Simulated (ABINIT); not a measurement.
# ZnGe3 (Pm-3m) in ABINIT: single point with LDA

Aim: the single point of ZnGe3 with LDA.

All numbers are computed with ABINIT 10.8.3 (patched build); they aren't measurements. Logs are shortened: lines on timing, memory, paths and dates and some standing lists are left out, and cuts for length are marked. The log counts tension as positive stress, the text compression.

## 1. The cell of the first run

The structure is cubic, space group Pm-3m (No. 221). The conventional cell has a = 4.278 Å, b = 4.278 Å, c = 4.278 Å, α = 90.00°, β = 90.00°, γ = 90.00°. Ge (site symmetry 4/mmm) is surrounded by 8 Ge at 3.02 Å and 4 Zn at 3.02 Å. Around Zn (site symmetry m-3m) lie 12 Ge at 3.02 Å.

The cell comes from a database or a generator and needn't be the stable form of this composition.

## 2. Single point, LDA (cell stretched)

run.abi reads:

```
pp_dirpath "./"
pseudos "Ge.upf, Zn.upf"

acell 3*1.0 Angstrom
rprim
     4.2779267798     0.0000000000     0.0000000000
     0.0000000000     4.2779267798     0.0000000000
     0.0000000000     0.0000000000     4.2779267798
ntypat 2
znucl 32 30
natom 4
typat 1 1 1 2
xred
     0.5000000000     0.5000000000     0.0000000000
     0.5000000000     0.0000000000     0.5000000000
     0.0000000000     0.5000000000     0.5000000000
     0.0000000000     0.0000000000     0.0000000000
chkprim 0
chksymtnons 0
tolsym 1.0e-6

ecut 1523.837630 eV

kptopt 1
ngkpt 4 4 4
nshiftk 1
shiftk 0.0 0.0 0.0

ixc 7

nband 52
occopt 3
tsmear 0.05 eV

nstep 100
tolvrs 1.0e-10

iomode 3
prtwf 0
prtden 0
prteig 0
prtebands 0
enunit 1
```

Potentials or basis: PseudoDojo NC SR LDA v0.4 stringent.

Command:

```sh
$ abinit run.abi > log 2>&1
```

run.abo:

```text
.Version 10.8.3 of ABINIT
 Symmetries : space group Pm -3 m (#221); Bravais cP (primitive cubic)
================================================================================
 Values of the parameters that define the memory need of the present run
     intxc =       0    ionmov =       0      iscf =       7    lmnmax =       6
     lnmax =       6     mgfft =      60  mpssoang =       3    mqgrid =    3001
     natom =       4  nloc_mem =       1    nspden =       1   nspinor =       1
    nsppol =       1      nsym =      48    n1xccc =    2501    ntypat =       2
    occopt =       3   xclevel =       1
       mpw =       10618          nfft =      216000          nkpt =          10
================================================================================
================================================================================

--------------------------------------------------------------------------------
------------- Echo of variables that govern the present computation ------------
--------------------------------------------------------------------------------
 -outvars: echo values of preprocessed input variables --------
            acell      1.8897261259E+00  1.8897261259E+00  1.8897261259E+00 Bohr
              amu      7.26100000E+01  6.53900000E+01
          chkprim           0
      chksymtnons           0
             ecut      5.60000000E+01 Hartree
           enunit           1
              ixc           7
         kptrlatt        4    0    0      0    4    0      0    0    4
          kptrlen      3.23364400E+01
            natom           4
            nband          52
            ngfft          60      60      60
             nkpt          10
            nstep         100
             nsym          48
           ntypat           2
           occopt           3
           prtden           0
        prtebands           0
           prteig           0
            prtwf           0
            rprim      4.2779267798E+00  0.0000000000E+00  0.0000000000E+00
                       0.0000000000E+00  4.2779267798E+00  0.0000000000E+00
                       0.0000000000E+00  0.0000000000E+00  4.2779267798E+00
          spgroup         221
           tolsym      1.00000000E-06
           tolvrs      1.00000000E-10
           tsmear      1.83746611E-03 Hartree
            typat      1  1  1  2
           xangst      2.1389633899E+00  2.1389633899E+00  0.0000000000E+00
                       2.1389633899E+00  0.0000000000E+00  2.1389633899E+00
                       0.0000000000E+00  2.1389633899E+00  2.1389633899E+00
                       0.0000000000E+00  0.0000000000E+00  0.0000000000E+00
            xcart      4.0420550003E+00  4.0420550003E+00  0.0000000000E+00
                       4.0420550003E+00  0.0000000000E+00  4.0420550003E+00
                       0.0000000000E+00  4.0420550003E+00  4.0420550003E+00
                       0.0000000000E+00  0.0000000000E+00  0.0000000000E+00
             xred      5.0000000000E-01  5.0000000000E-01  0.0000000000E+00
                       5.0000000000E-01  0.0000000000E+00  5.0000000000E-01
                       0.0000000000E+00  5.0000000000E-01  5.0000000000E-01
                       0.0000000000E+00  0.0000000000E+00  0.0000000000E+00
            znucl       32.00000   30.00000

================================================================================

 chkinp: Checking input parameters for consistency.

================================================================================
== DATASET  1 ==================================================================

--- !DatasetInfo
iteration_state: {dtset: 1, }
dimensions: {natom: 4, nkpt: 10, mband: 52, nsppol: 1, nspinor: 1, nspden: 1, mpw: 10618, }
cutoff_energies: {ecut:  56.0, pawecutdg:  -1.0, }
electrons: {nelect:   8.60000000E+01, charge:   0.00000000E+00, occopt:   3.00000000E+00, tsmear:   1.83746611E-03, }
meta: {optdriver: 0, ionmov: 0, optcell: 0, iscf: 7, paral_kgb: 0, }
...

 Exchange-correlation functional for the present dataset will be:
  LDA: Perdew-Wang 92 LSD fit to Ceperley-Alder data - ixc=7
  J.P.Perdew and Y.Wang, PRB 45, 13244 (1992)

 Real(R)+Recip(G) space primitive vectors, cartesian coordinates (Bohr,Bohr^-1):
 R(1)=  8.0841100  0.0000000  0.0000000  G(1)=  0.1236995  0.0000000  0.0000000
 R(2)=  0.0000000  8.0841100  0.0000000  G(2)=  0.0000000  0.1236995  0.0000000
 R(3)=  0.0000000  0.0000000  8.0841100  G(3)=  0.0000000  0.0000000  0.1236995
 Unit cell volume ucvol=  5.2831950E+02 bohr^3
 Angles (23,13,12)=  9.00000000E+01  9.00000000E+01  9.00000000E+01 degrees

 getcut: wavevector=  0.0000  0.0000  0.0000  ngfft=  60  60  60
         ecut(hartree)=     56.000   => boxcut(ratio)=   2.20323

 getcut : COMMENT -
  Note that boxcut > 2.2 ; recall that boxcut=Gcut(box)/Gcut(sphere) = 2
  is sufficient for exact treatment of convolution.
  Such a large boxcut is a waste : you could raise ecut
  e.g. ecut=   67.959133 Hartrees makes boxcut=2

--- Pseudopotential description ------------------------------------------------
- pspini: atom type   1  psp file is ./Ge.upf
12 -1012 2 -1 1524                            pspcod,pspxc,lmax,lloc,mmax
     nproj     2     2     2

- pspini: atom type   2  psp file is ./Zn.upf
12 -1012 2 -1 1296                            pspcod,pspxc,lmax,lloc,mmax
     nproj     2     2     2

   8.13939229E+03                                ecore*ucvol(ha*bohr**3)
--------------------------------------------------------------------------------

================================================================================

--- !BeginCycle
iteration_state: {dtset: 1, }
solver: {iscf: 7, nstep: 100, nline: 4, wfoptalg: 0, }
tolerances: {tolvrs: 1.00E-10, }
...

     iter   Etot(hartree)      deltaE(h)  residm     vres2
 ETOT  1  -1041.6895656527    -1.042E+03 8.206E-01 7.077E+03
 ETOT  2  -1046.3569897785    -4.667E+00 1.190E-01 1.034E+04
 ETOT  3  -1047.1301321182    -7.731E-01 7.862E-03 1.423E+03
 ETOT  4  -1047.1922435049    -6.211E-02 8.753E-03 5.306E+02
 ETOT  5  -1047.2256864211    -3.344E-02 1.184E-03 9.449E+01
 ETOT  6  -1047.2295922526    -3.906E-03 2.049E-03 4.099E+01
 ETOT  7  -1047.2317670938    -2.175E-03 2.248E-04 1.232E+01
 ETOT  8  -1047.2327106895    -9.436E-04 3.298E-04 1.737E-01
 ETOT  9  -1047.2327171309    -6.441E-06 6.893E-05 7.542E-02
 ETOT 10  -1047.2327233567    -6.226E-06 3.541E-05 2.744E-07
 ETOT 11  -1047.2327233585    -1.818E-09 2.548E-05 6.177E-08
 ETOT 12  -1047.2327233586    -1.060E-10 1.258E-05 4.627E-10
 ETOT 13  -1047.2327233586    -3.593E-11 9.336E-06 1.185E-10
 ETOT 14  -1047.2327233586     1.955E-11 4.553E-06 5.939E-12

 At SCF step   14       vres2   =  5.94E-12 < tolvrs=  1.00E-10 =>converged.

 Cartesian components of stress tensor (hartree/bohr^3)
  sigma(1 1)=  3.25672776E-04  sigma(3 2)=  0.00000000E+00
  sigma(2 2)=  3.25672776E-04  sigma(3 1)=  0.00000000E+00
  sigma(3 3)=  3.25672776E-04  sigma(2 1)=  0.00000000E+00

--- !ResultsGS
iteration_state: {dtset: 1, }
comment   : Summary of ground state results
lattice_vectors:
- [  8.0841100,   0.0000000,   0.0000000, ]
- [  0.0000000,   8.0841100,   0.0000000, ]
- [  0.0000000,   0.0000000,   8.0841100, ]
lattice_lengths: [   8.08411,    8.08411,    8.08411, ]
lattice_angles: [ 90.000,  90.000,  90.000, ] # degrees, (23, 13, 12)
lattice_volume:   5.2831950E+02
convergence: {deltae:  1.955E-11, res2:  5.939E-12, residm:  4.553E-06, diffor: null, }
etotal    :  -1.04723272E+03
entropy   :   0.00000000E+00
fermie    :   2.49488821E-01
cartesian_stress_tensor: # hartree/bohr^3
- [  3.25672776E-04,   0.00000000E+00,   0.00000000E+00, ]
- [  0.00000000E+00,   3.25672776E-04,   0.00000000E+00, ]
- [  0.00000000E+00,   0.00000000E+00,   3.25672776E-04, ]
pressure_GPa:  -9.5816E+00
xred      :
- [  5.0000E-01,   5.0000E-01,   0.0000E+00, Ge]
- [  5.0000E-01,   0.0000E+00,   5.0000E-01, Ge]
- [  0.0000E+00,   5.0000E-01,   5.0000E-01, Ge]
- [  0.0000E+00,   0.0000E+00,   0.0000E+00, Zn]
cartesian_forces: # hartree/bohr
- [ -0.00000000E+00,  -0.00000000E+00,  -0.00000000E+00, ]
- [ -0.00000000E+00,  -0.00000000E+00,  -0.00000000E+00, ]
- [ -0.00000000E+00,  -0.00000000E+00,  -0.00000000E+00, ]
- [ -0.00000000E+00,  -0.00000000E+00,  -0.00000000E+00, ]
force_length_stats: {min:   0.00000000E+00, max:   0.00000000E+00, mean:   0.00000000E+00, }
...

 Integrated electronic density in atomic spheres:
 ------------------------------------------------
 Atom  Sphere_radius  Integrated_density
    1        2.00000         19.43811714
    2        2.00000         19.43811714
    3        2.00000         19.43811714
    4        2.00000         18.07168329
================================================================================

 ----iterations are completed or convergence reached----

 Mean square residual over all n,k,spin=   94.530E-10; max=  45.529E-07
 reduced coordinates (array xred) for    4 atoms
       0.500000000000      0.500000000000      0.000000000000
       0.500000000000      0.000000000000      0.500000000000
       0.000000000000      0.500000000000      0.500000000000
       0.000000000000      0.000000000000      0.000000000000
 rms dE/dt=  0.0000E+00; max dE/dt=  0.0000E+00; dE/dt below (all hartree)
    1       0.000000000000      0.000000000000      0.000000000000
    2       0.000000000000      0.000000000000      0.000000000000
    3       0.000000000000      0.000000000000      0.000000000000
    4       0.000000000000      0.000000000000      0.000000000000

 cartesian coordinates (angstrom) at end:
    1      2.13896338990000     2.13896338990000     0.00000000000000
    2      2.13896338990000     0.00000000000000     2.13896338990000
    3      0.00000000000000     2.13896338990000     2.13896338990000
    4      0.00000000000000     0.00000000000000     0.00000000000000

 cartesian forces (hartree/bohr) at end:
    1     -0.00000000000000    -0.00000000000000    -0.00000000000000
    2     -0.00000000000000    -0.00000000000000    -0.00000000000000
    3     -0.00000000000000    -0.00000000000000    -0.00000000000000
    4     -0.00000000000000    -0.00000000000000    -0.00000000000000
 frms,max,avg= 0.0000000E+00 0.0000000E+00   0.000E+00  0.000E+00  0.000E+00 h/b

 cartesian forces (eV/Angstrom) at end:
    1     -0.00000000000000    -0.00000000000000    -0.00000000000000
    2     -0.00000000000000    -0.00000000000000    -0.00000000000000
    3     -0.00000000000000    -0.00000000000000    -0.00000000000000
    4     -0.00000000000000    -0.00000000000000    -0.00000000000000
 frms,max,avg= 0.0000000E+00 0.0000000E+00   0.000E+00  0.000E+00  0.000E+00 e/A
 length scales=  1.889726125908  1.889726125908  1.889726125908 bohr
              =  1.000000000000  1.000000000000  1.000000000000 angstroms
 Fermi (or HOMO) energy (eV) =   6.78894   Average Vxc (eV)= -11.39519
 Eigenvalues (   eV  ) for nkpt=  10  k points:
 kpt#   1, nband= 52, wtk=  0.01563, kpt=  0.0000  0.0000  0.0000 (reduced coord)
-156.01547 -156.01539 -156.01539 -118.36921 -103.66040 -103.66040 -103.66040 -103.66020
-103.66020 -103.66020 -103.65900 -103.65900 -103.65900  -72.98180  -72.98180  -72.98180
 -17.91459  -17.91459  -17.91459  -17.90208  -17.87437  -17.87437  -17.84285  -17.84285
 -17.84285  -17.82192  -17.82192  -17.80236  -17.78735  -17.78735  -17.78735   -5.25640
  -0.42277   -0.42277   -0.15134   -0.15134   -0.15134    1.64893    1.64893    3.51526
   3.51526    3.51526    5.45924    9.62870    9.62870    9.62870   11.18268   11.18268
  11.18268   14.15161   14.15162   14.52275
 prteigrs : prtvol=0 or 1, do not print more k-points.

--- !EnergyTerms
iteration_state     : {dtset: 1, }
comment             : Components of total free energy in Hartree
kinetic             :  4.92508195137317E+02
hartree             :  4.05286134769566E+02
xc                  : -1.03345633887699E+02
Ewald energy        : -5.24743868053904E+02
psp_core            :  1.54061931201038E+01
local_psp           : -1.06933673210717E+03
non_local_psp       : -2.63006229415966E+02
internal            : -1.04723194043775E+03
'-kT*entropy'       : -7.82920840333135E-04
total_energy        : -1.04723272335859E+03
total_energy_eV     : -2.84966541247413E+04
band_energy         : -1.46521473974863E+02
...

 Cartesian components of stress tensor (hartree/bohr^3)
  sigma(1 1)=  3.25672776E-04  sigma(3 2)=  0.00000000E+00
  sigma(2 2)=  3.25672776E-04  sigma(3 1)=  0.00000000E+00
  sigma(3 3)=  3.25672776E-04  sigma(2 1)=  0.00000000E+00

-Cartesian components of stress tensor (GPa)         [Pressure= -9.5816E+00 GPa]
- sigma(1 1)=  9.58162386E+00  sigma(3 2)=  0.00000000E+00
- sigma(2 2)=  9.58162386E+00  sigma(3 1)=  0.00000000E+00
- sigma(3 3)=  9.58162386E+00  sigma(2 1)=  0.00000000E+00

== END DATASET(S) ==============================================================
================================================================================

 -outvars: echo values of variables after computation  --------
            acell      1.8897261259E+00  1.8897261259E+00  1.8897261259E+00 Bohr
           etotal     -1.0472327234E+03
            fcart     -0.0000000000E+00 -0.0000000000E+00 -0.0000000000E+00
                      -0.0000000000E+00 -0.0000000000E+00 -0.0000000000E+00
                      -0.0000000000E+00 -0.0000000000E+00 -0.0000000000E+00
                      -0.0000000000E+00 -0.0000000000E+00 -0.0000000000E+00
            rprim      4.2779267798E+00  0.0000000000E+00  0.0000000000E+00
                       0.0000000000E+00  4.2779267798E+00  0.0000000000E+00
                       0.0000000000E+00  0.0000000000E+00  4.2779267798E+00
           strten      3.2567277561E-04  3.2567277561E-04  3.2567277561E-04
                       0.0000000000E+00  0.0000000000E+00  0.0000000000E+00
           xangst      2.1389633899E+00  2.1389633899E+00  0.0000000000E+00
                       2.1389633899E+00  0.0000000000E+00  2.1389633899E+00
                       0.0000000000E+00  2.1389633899E+00  2.1389633899E+00
                       0.0000000000E+00  0.0000000000E+00  0.0000000000E+00
             xred      5.0000000000E-01  5.0000000000E-01  0.0000000000E+00
                       5.0000000000E-01  0.0000000000E+00  5.0000000000E-01
                       0.0000000000E+00  5.0000000000E-01  5.0000000000E-01
                       0.0000000000E+00  0.0000000000E+00  0.0000000000E+00
 Calculation completed.
```

Run time: 3 min. Hardware: 1 thread of AMD EPYC 9R45 (Zen 5), shared host; peak memory 0.17 GiB.

Results:

```
Free energy                                           : -28496.6541 eV
Pressure                                              : -9.6 GPa
Band gap on the k mesh                                : none (metal or under the smearing width)
Valence electrons inside the program's atomic spheres : Ge 19.44; Zn 18.07
```

Caveat: the k mesh is coarse (spacing up to 0.37 Å⁻¹), so the values aren't converged.
